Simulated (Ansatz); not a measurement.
## CH6GeOSi, SMILES O=[CH][GeH2][SiH3]: a geometry optimisation, step by step

With the Python package of Ansatz (0.2.0).

Run as a notebook:

```python
import ansatz as az
from ase import Atoms
import numpy as np
```

```python
BASIS = "def2-SVP"
FUNCTIONAL = "r2scan"

atoms = Atoms(["O", "C", "Ge", "Si", "H", "H", "H", "H", "H", "H"], positions=[
    (-0.563, -0.578, -2.3519),
    (-0.8071, 0.4454, -1.6666),
    (0.3167, 0.8063, -0.1868),
    (0.3207, -0.9537, 1.3098),
    (-1.6233, 1.1124, -1.9056),
    (-0.1116, 2.1188, 0.536),
    (1.8331, 0.9772, -0.67),
    (0.7169, -2.1786, 0.6288),
    (1.1349, -0.6783, 2.4991),
    (-1.1341, -1.1226, 1.8101),
])
system = az.Crystal.molecule_from_ase(atoms)
```

```python
calc = (
    system.calculation()
    .basis(gaussian=BASIS)
    .functional(FUNCTIONAL)
)
symbols = [site.symbol for site in system.cartesian_sites]
start = np.array([site.position_ang for site in system.cartesian_sites], dtype=float)
def progress(event):
    if event["event"] == "relax_step":
        row = event["data"]
        print(f"step {row['step']:3d}  E = {row['lagrangian_ev']:.6f} eV  largest force component {row['allowed_force_max_ev_ang']:.4f} eV/A")


data = calc.relax(force_tolerance=0.005, max_steps=100).session().plan().execute(on_event=progress).report
end = np.array(data["positions_ang"])
```

    step   1  E = -67561.782109 eV  largest force component 3.5828 eV/A
    step   2  E = -67561.972825 eV  largest force component 2.0776 eV/A
    step   3  E = -67561.959683 eV  largest force component 3.3508 eV/A
    step   4  E = -67562.101664 eV  largest force component 1.0385 eV/A
    step   5  E = -67562.126087 eV  largest force component 0.0819 eV/A
    step   6  E = -67562.127528 eV  largest force component 0.0976 eV/A
    step   7  E = -67562.127752 eV  largest force component 0.1691 eV/A
    step   8  E = -67562.129654 eV  largest force component 0.0171 eV/A
    step   9  E = -67562.129180 eV  largest force component 0.2845 eV/A
    step  10  E = -67562.130195 eV  largest force component 0.0659 eV/A
    step  11  E = -67562.129178 eV  largest force component 0.3266 eV/A
    step  12  E = -67562.130942 eV  largest force component 0.0198 eV/A
    step  13  E = -67562.131232 eV  largest force component 0.0586 eV/A
    step  14  E = -67562.128430 eV  largest force component 0.3791 eV/A
    step  15  E = -67562.131767 eV  largest force component 0.0390 eV/A
    step  16  E = -67562.132099 eV  largest force component 0.0146 eV/A
    step  17  E = -67562.132142 eV  largest force component 0.1017 eV/A
    step  18  E = -67562.132259 eV  largest force component 0.0258 eV/A
    step  19  E = -67562.132347 eV  largest force component 0.0135 eV/A
    step  20  E = -67562.132372 eV  largest force component 0.0027 eV/A
    step  21  E = -67562.132378 eV  largest force component 0.0142 eV/A
    step  22  E = -67562.132337 eV  largest force component 0.0229 eV/A
    step  23  E = -67562.132391 eV  largest force component 0.0041 eV/A

```python
for key in ("converged", "free_energy_ev", "reference_energy_ev", "n_frozen", "n_occupied", "n_virtual"):
    print(f"{key:22s} {data[key]}")

print("final positions (A) and the move of each atom")
for symbol, xyz, old in zip(symbols, end, start):
    print(f"{symbol:2s} {xyz[0]:10.5f} {xyz[1]:10.5f} {xyz[2]:10.5f}   {np.linalg.norm(xyz - old):7.4f}")
```

    converged              True
    free_energy_ev         -67562.13240118876
    reference_energy_ev    -67562.13240118876
    n_frozen               0
    n_occupied             [33, 33]
    n_virtual              [75, 75]
    final positions (A) and the move of each atom
    O    -0.40624   -0.23832   -2.67473    0.4941
    C    -0.78387    0.42039   -1.73972    0.0807
    Ge    0.41353    0.82958   -0.17705    0.1001
    Si    0.25230   -0.96014    1.38694    0.1033
    H    -1.84261    0.81156   -1.69870    0.4259
    H    -0.03010    2.15328    0.47443    0.1078
    H     1.84538    0.96120   -0.71342    0.0479
    H     0.65147   -2.23489    0.72042    0.1259
    H     1.14243   -0.71498    2.56151    0.0728
    H    -1.15910   -1.07880    1.86321    0.0732

Notes:
- Total energies depend on the basis set; only differences at equal settings carry meaning.
- The end point is the stationary point reached from this start; no frequency run checks that it is a minimum, and the basis set is modest.
- The whole script took 2.9 min on 1 thread of Arm Neoverse V1, with other jobs on the host, peak memory 0.24 GiB.
